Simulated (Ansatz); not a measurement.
# Ta5Ru: the cost of one run

Program: Ansatz 0.2.0. Level of theory: DFT PBE, scalar-relativistic, plane waves, PAW, unless a step names another level. These are calculated values, not measurements.

1 further run of the same task is left out (set aside as unsound or not needed). Runs told in other sessions of the task aren't counted.

## (1) The starting structure

Symmetry: P4/mmm, No. 123, tetragonal system. The conventional cell has a = 3.240 Å, b = 3.240 Å, c = 9.972 Å, α = 90.00°, β = 90.00°, γ = 90.00°. Around Ta (site symmetry 4mm) lie 13 Ta at 2.85 to 3.39 Å and 1 Ru at 3.29 Å. Around Ta (site symmetry 4mm) lie 4 Ru at 2.78 Å and 9 Ta at 2.86 to 3.24 Å. Around Ta (site symmetry 4/mmm) lie 12 Ta at 2.85 to 3.24 Å. Ru (site symmetry 4/mmm) has 8 Ta at 2.78 Å in its first shell of neighbours.

Structure file:

```
CELL_PARAMETERS angstrom
3.23966 0.00000 0.00000
0.00000 3.23966 0.00000
0.00000 0.00000 9.97194
ATOMIC_POSITIONS crystal
Ta 0.00000 0.00000 0.16987
Ta 0.50000 0.50000 0.34131
Ta 0.50000 0.50000 0.65869
Ta 0.00000 0.00000 0.83013
Ta 0.50000 0.50000 0.00000
Ru 0.00000 0.00000 0.50000
```

It is the end of an earlier relaxation with the same method, from a generated guess; it is a trial structure. At a tolerance of 0.05 Å it has space group P4/mmm (No. 123); it has 17.44 Å³/atom, an uncorrected energy of -0.19 eV/atom over the elements and, on its mesh, gap none (metal).

## (2) Strained cells: the elastic tensor

The input, input.yaml:

```yaml
crystal:
  lattice:
    - [3.245625638, 0.0, 0.0]
    - [0.0, 3.245625638, 0.0]
    - [0.0, 0.0, 9.9456122861]
  atoms:
    - { symbol: Ta, position: [0.0, 0.0, 0.1697799226] }
    - { symbol: Ta, position: [0.5, 0.5, 0.3413717428] }
    - { symbol: Ta, position: [0.5, 0.5, 0.6586282572] }
    - { symbol: Ta, position: [0.0, 0.0, 0.8302200774] }
    - { symbol: Ta, position: [0.5, 0.5, 0.0] }
    - { symbol: Ru, position: [0.0, 0.0, 0.5] }
basis:
  ecutwfc: 420
kpoints:
  mp_grid: { grid: [12, 12, 4] }
hamiltonian:
  xc: pbe
scf:
  occupations: { method: fermi_dirac, width: 0.15 }
output:
  forces: true
  stress: true
  eigenvalues: true
elastic:
  mode: relaxed_ion
  amplitude: 0.005
  stencil: two_point
```

The run is started by

```
$ ansatz run input.yaml --threads 4 --pin off --max-ram 8192MiB --backend cpu --events-out ev --progress --plain --runs-dir out
```

**Question.** How long does this run take on 4 threads of Intel Xeon Platinum 8259CL at 2.50GHz (Skylake/Cascade Lake), shared host, and how much memory does it need?

About 7.4 min, with a peak of 1.2 GiB.
